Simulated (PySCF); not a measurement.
# C₄H₈FNSi₂: runs on many settings, part 2 of 2

PySCF 2.14.0. Atoms count from 0.

## 6. J couplings: HF/def2-SVPD in acetone

Job settings and geometry (Å):

```
{"job": {"kind": "j", "xc": "HF", "basis": "def2-SVPD", "solvent": "acetone", "scf": {"aux": "def2-qzvpp-jkfit"}}, "charge": 0, "multiplicity": 1}
N      2.816016    -1.922675     2.091165
C      2.269196    -1.397012     1.232339
Si     1.415983    -0.465875    -0.139085
Si     0.568153     1.644942     0.323084
C     -1.247981     1.073614     0.100921
C     -1.307418    -0.151505    -0.817008
C     -0.348486    -1.245805    -0.355455
F     -0.787950    -1.732947     0.871659
H      2.204644    -0.789870    -1.337307
H      0.914985     2.649299    -0.691822
H      0.795948     2.217284     1.650943
H     -1.662875     0.796686     1.072154
H     -1.888772     1.859540    -0.298954
H     -2.326294    -0.548829    -0.839731
H     -1.032597     0.125440    -1.838510
H     -0.390150    -2.103342    -1.035803
```

Level: HF/def2-SVPD indirect spin-spin coupling, non-relativistic, IEF-PCM acetone.

Standard output:

```text
final grid: 134256 points
cycle   1  E = -887.3346239828  dE =  1.152e+00  |g| = 6.742e-01  |ddm| = 4.822e+00
cycle   2  E = -887.4466088417  dE = -1.120e-01  |g| = 4.273e-01  |ddm| = 1.384e+00
cycle   3  E = -887.4837319263  dE = -3.712e-02  |g| = 9.105e-02  |ddm| = 5.796e-01
cycle   4  E = -887.4869965830  dE = -3.265e-03  |g| = 3.268e-02  |ddm| = 2.636e-01
cycle   5  E = -887.4872938291  dE = -2.972e-04  |g| = 7.861e-03  |ddm| = 7.336e-02
cycle   6  E = -887.4873205571  dE = -2.673e-05  |g| = 2.745e-03  |ddm| = 2.343e-02
cycle   7  E = -887.4873241666  dE = -3.609e-06  |g| = 8.122e-04  |ddm| = 9.466e-03
cycle   8  E = -887.4873244949  dE = -3.283e-07  |g| = 2.302e-04  |ddm| = 2.538e-03
cycle   9  E = -887.4873245323  dE = -3.739e-08  |g| = 6.574e-05  |ddm| = 9.061e-04
cycle  10  E = -887.4873245367  dE = -4.434e-09  |g| = 2.866e-05  |ddm| = 2.478e-04
cycle  11  E = -887.4873245378  dE = -1.049e-09  |g| = 1.361e-05  |ddm| = 1.016e-04
cycle  12  E = -887.4873245380  dE = -2.683e-10  |g| = 6.559e-06  |ddm| = 4.267e-05
converged SCF energy = -887.4873245380

Indirect spin-spin couplings (Hz)
  i      j    bonds     total        FC       PSO       DSO        SD
  0 N    1 C    1   -221.610  -203.267    -2.704     0.006   -15.646
  0 N    2 Si   2    -25.481   -25.995    -0.120    -0.030     0.663
  0 N    3 Si   3      6.263     6.241     0.017    -0.013     0.019
  0 N    4 C    4     -0.226    -0.252     0.001     0.019     0.006
  0 N    5 C    4      0.631     0.610    -0.021     0.025     0.017
  0 N    6 C    3     -9.211    -9.103    -0.020     0.018    -0.107
  0 N    8 H    3    -11.648   -11.717    -0.195     0.129     0.135
  0 N    9 H    4     -0.740    -0.806    -0.057     0.101     0.022
  0 N   10 H    4      0.586     0.598     0.018     0.023    -0.053
  0 N   12 H    5     -0.274    -0.332    -0.062     0.102     0.017
  0 N   13 H    5     -0.659    -0.696    -0.071     0.101     0.007
  0 N   15 H    4      0.888     0.855    -0.047     0.084    -0.004
  1 C    2 Si   1   -148.803  -149.686     1.146    -0.144    -0.119
  1 C    3 Si   2      4.866     4.738     0.023    -0.007     0.113
  1 C    4 C    3      1.697     1.706     0.009    -0.019         -
  1 C    5 C    3      5.807     5.825     0.018    -0.037         -
  1 C    6 C    2    -17.552   -17.558    -0.046     0.052         -
  1 C    7 F    3      3.686     3.868    -0.338     0.257    -0.101
  1 C    8 H    2    -15.998   -15.896    -0.146     0.045         -
  1 C    9 H    3      3.311     3.490     0.021    -0.201         -
  1 C   10 H    3     -0.836    -0.876    -0.050     0.090         -
  1 C   12 H    4     -0.878    -0.764     0.125    -0.239         -
  1 C   13 H    4      0.930     1.014     0.142    -0.226         -
  1 C   15 H    3      1.265     1.258     0.017    -0.010         -
  2 Si   3 Si   1    120.416   119.168    -0.303     0.055     1.496
  2 Si   4 C    2     -7.810    -7.927     0.159    -0.021    -0.021
  2 Si   5 C    2      1.011     0.942     0.055    -0.031     0.045
  2 Si   6 C    1   -123.222  -121.263     0.400    -0.149    -2.209
  2 Si   7 F    2    -39.091   -43.152     5.044    -0.051    -0.932
  2 Si   8 H    1   -224.922  -225.752     0.953    -0.346     0.224
  2 Si   9 H    2     -5.006    -4.989    -0.025     0.093    -0.084
  2 Si  10 H    2     -3.918    -3.933    -0.018     0.134    -0.102
  2 Si  11 H    3      0.962     0.877    -0.030     0.063     0.052
  2 Si  12 H    3     -6.684    -6.783    -0.164     0.229     0.034
  2 Si  13 H    3    -12.022   -12.003    -0.264     0.260    -0.015
  2 Si  14 H    3     -0.600    -0.508    -0.010    -0.085     0.002
  2 Si  15 H    2     10.777    10.842     0.014     0.031    -0.110
  3 Si   4 C    1   -103.304  -102.554     1.006    -0.104    -1.651
  3 Si   5 C    2      9.405     9.223     0.136    -0.021     0.068
  3 Si   6 C    2     -3.841    -3.927     0.135    -0.027    -0.023
  3 Si   7 F    3      3.747     3.762     0.003     0.036    -0.053
  3 Si   8 H    2     -4.819    -4.935    -0.020     0.185    -0.049
  3 Si   9 H    1   -193.046  -193.730     0.698    -0.266     0.251
  3 Si  10 H    1   -205.180  -205.901     0.784    -0.263     0.201
  3 Si  11 H    2     15.301    15.341     0.059     0.035    -0.134
  3 Si  12 H    2     14.521    14.587     0.022     0.090    -0.178
  3 Si  13 H    3    -12.509   -12.477    -0.274     0.265    -0.024
  3 Si  14 H    3     -2.437    -2.408    -0.029    -0.033     0.033
  3 Si  15 H    3     -3.956    -4.071    -0.175     0.253     0.036
  4 C    5 C    1    122.609   122.571    -0.209     0.247         -
  4 C    6 C    2    -10.551   -10.437    -0.183     0.069         -
  4 C    7 F    3      2.312     2.642    -0.385     0.114    -0.059
  4 C    8 H    3      2.864     3.058     0.070    -0.265         -
  4 C    9 H    2      0.321     0.511    -0.056    -0.134         -
  4 C   10 H    2      1.182     1.388    -0.056    -0.149         -
  4 C   11 H    1    197.385   195.339     1.058     0.988         -
  4 C   12 H    1    202.377   200.408     1.061     0.907         -
  4 C   13 H    2    -15.233   -15.346     0.157    -0.043         -
  4 C   14 H    2    -16.462   -16.569     0.126    -0.019         -
  4 C   15 H    3     12.572    12.674     0.272    -0.374         -
  5 C    6 C    1    136.012   136.642    -0.925     0.295         -
  5 C    7 F    2     49.453    48.065     0.445     0.101     0.843
  5 C    8 H    3      0.681     0.768     0.021    -0.108         -
  5 C    9 H    3     -0.151    -0.067     0.010    -0.094         -
  5 C   10 H    3      6.862     7.103     0.094    -0.334         -
  5 C   11 H    2    -19.152   -19.264     0.070     0.042         -
  5 C   12 H    2    -16.278   -16.389     0.134    -0.023         -
  5 C   13 H    1    213.630   212.056     0.580     0.994         -
  5 C   14 H    1    200.081   198.350     0.711     1.020         -
  5 C   15 H    2    -14.479   -14.405    -0.080     0.006         -
  6 C    7 F    1    -90.585  -146.272    33.768     1.032    20.887
  6 C    8 H    2      2.364     2.447    -0.116     0.033         -
  6 C    9 H    3      1.602     1.778     0.018    -0.194         -
  6 C   10 H    3      2.439     2.646     0.011    -0.217         -
  6 C   11 H    3      2.577     2.535    -0.075     0.117         -
  6 C   12 H    3     14.115    14.205     0.227    -0.316         -
  6 C   13 H    2    -20.458   -20.447    -0.083     0.073         -
  6 C   14 H    2    -10.735   -10.935     0.036     0.164         -
  6 C   15 H    1    240.054   239.127    -0.316     1.243         -
  7 F    8 H    3     28.343    29.746     0.076    -1.359    -0.121
  7 F    9 H    4     -2.805    -2.096     0.599    -1.227    -0.081
  7 F   10 H    4      0.665     0.899     0.137    -0.317    -0.054
  7 F   11 H    4      0.343    -0.059    -0.818     1.283    -0.063
  7 F   12 H    4     -3.045    -2.652     0.894    -1.109    -0.178
  7 F   13 H    3     23.647    22.659     1.249     0.260    -0.521
  7 F   14 H    3     74.878    76.744     0.363    -1.734    -0.495
  7 F   15 H    2     62.079    57.038     9.090    -0.466    -3.583
  8 H    9 H    3     -1.861    -1.704     0.018    -0.175         -
  8 H   10 H    3      2.966     4.151     0.389    -1.573         -
  8 H   11 H    4     -1.200    -0.323     0.660    -1.537         -
  8 H   12 H    4      0.418     1.003     0.584    -1.169         -
  8 H   13 H    4     -1.778    -1.302     0.758    -1.233         -
  8 H   14 H    4      0.247     0.074    -0.307     0.480         -
  8 H   15 H    3      1.941     1.681    -0.212     0.472         -
  9 H   10 H    2     -2.366    -0.996     0.480    -1.849         -
  9 H   11 H    3      5.631     6.790     0.832    -1.991         -
  9 H   12 H    3      3.865     3.771    -0.042     0.137         -
  9 H   13 H    4     -1.391    -0.924     0.765    -1.233         -
  9 H   14 H    4     -0.188    -0.391    -0.287     0.490         -
 10 H   11 H    3      3.843     3.673    -0.179     0.349         -
 10 H   12 H    3     -0.222     0.360     0.450    -1.032         -
 10 H   13 H    4      0.995     1.609     0.763    -1.377         -
 10 H   14 H    4     -1.328    -0.314     0.608    -1.622         -
 10 H   15 H    4     -0.865    -0.074     0.761    -1.552         -
 11 H   12 H    2    -26.970   -27.047     1.834    -1.758         -
 11 H   13 H    3      7.155     6.900     0.026     0.229         -
 11 H   14 H    3     14.689    15.287     1.862    -2.460         -
 11 H   15 H    4     -1.407    -1.015     1.176    -1.568         -
 12 H   13 H    3      3.372     3.276     0.322    -0.226         -
 12 H   14 H    3      5.885     5.649     0.229     0.007         -
 13 H   14 H    2    -26.365   -26.195     1.647    -1.817         -
 13 H   15 H    3      4.642     4.483     0.183    -0.024         -
 14 H   15 H    3      3.242     2.920     0.106     0.217         -
```

Wall time 39 s (1 thread of Intel Xeon 6975P-C, shared host); peak memory 1.1 GiB.

It converged, yet the result is unsound: Hartree-Fock couplings across multiple bonds can't be trusted. Its HOMO lies at -10.65 eV, against -7.95 eV in step 3 (PBE0/pcSseg-1), a different level, so the two don't compare directly.

## 7. Side by side: NMR shifts

Shifts (ppm) of some atoms, chosen among heavy atoms and hydrogens apart, with basis size and wall time:

```
                             run     C1    C6    C4   H15   H14     N0      F7  functions  time
PBE0/pcSseg-1 in dichloromethane  128.9  96.0  11.6  5.84  1.28  352.6  -242.7        190  23 s
               mPW1PW91/pcSseg-1  121.3  93.3  10.4  5.55  0.97  371.0  -238.6        190  19 s
```

## 8. What came out

The summary covers parts 1 to 2.

```
                                                 quantity                                               value
                         lowest singlet (wB97X-D/pcseg-1)                         6.43 eV (193 nm), f = 0.006
  ¹³C shifts against TMS (PBE0/pcSseg-1, dichloromethane)                         128.9, 96.0, 36.7, 11.6 ppm
   ¹H shifts against TMS (PBE0/pcSseg-1, dichloromethane)  5.84, 4.54, 4.22, 3.92, 2.91, 1.63, 1.53, 1.28 ppm
  ¹⁵N shifts against NH3 (PBE0/pcSseg-1, dichloromethane)                                           352.6 ppm
 ²⁹Si shifts against TMS (PBE0/pcSseg-1, dichloromethane)                                    -62.8, -68.1 ppm
¹⁹F shifts against CFCl3 (PBE0/pcSseg-1, dichloromethane)                                          -242.7 ppm
                                 range of the shift of N0                                  352.6 to 371.0 ppm
                            property runs in this session     5, of which 1 failed and 1 gave unsound results
```

What this shows: Single values in the summary come from the first sound run of each kind (wB97X-D/pcseg-1; PBE0/pcSseg-1), which need not be the best level. The lowest singlet, at 6.43 eV, is HOMO→LUMO+1 0.95 and is weak. H15 (hydrogen on an sp3 CH bonded to F and Si) lies farthest downfield among hydrogen, at 5.84 ppm; its carbon carries F, hence the downfield position. At PBE0/pcSseg-1: The largest span, 574 ppm, is at N0, where the paramagnetic term is -422 ppm. In ppm, N0 moves most: its shift spreads over 18.3 ppm, from 352.6 (PBE0/pcSseg-1 in dichloromethane) to 371.0 (mPW1PW91/pcSseg-1). Each shift counts from a reference computed in the same medium, and that reference moves with the solvent too, so shifts and shieldings show the solvent's effect differently.
